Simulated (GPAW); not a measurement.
CdInS2:

```
In Cd S
1.0
     3.86950    0.00000    0.00000
    -1.93475    3.35108    0.00000
     0.00000    0.00000    6.81053
In Cd S
1 1 2
Cartesian
  0.0000 0.0000 3.4053
  0.0000 0.0000 0.0000
  0.0000 2.2341 1.6682
  1.9347 1.1170 5.1423
```

The cell comes from a database or a generator and needn't be the stable form of this composition.

Base run:

| Item | Value |
| --- | --- |
| Program | GPAW 26.7.0 |
| Functional | PBE |
| Potentials or basis | GPAW PAW data sets (gpaw-data 1.2.1) |
| Cutoff | 600 eV |
| Basis | pw |
| k mesh | 8 × 8 × 4 |
| Occupations | fermi-dirac, width 0.05 eV |
| Spin | no spin polarisation |

Its results: band gap on the k mesh none (metal or under the smearing width); pressure -0.3 GPa; largest force 0.047 eV/Å.

Question: The run is repeated on the same cell with these changes: occupations from fermi-dirac, width 0.05 eV to fermi-dirac, width 0.02 eV; dispersion from none to D4. What comes out?

Answer: Band gap on the k mesh none (metal or under the smearing width); pressure -2.9 GPa; largest force 0.055 eV/Å.

Caveats: pairwise dispersion overbinds metals, which lowers pressure and volume (some runs).
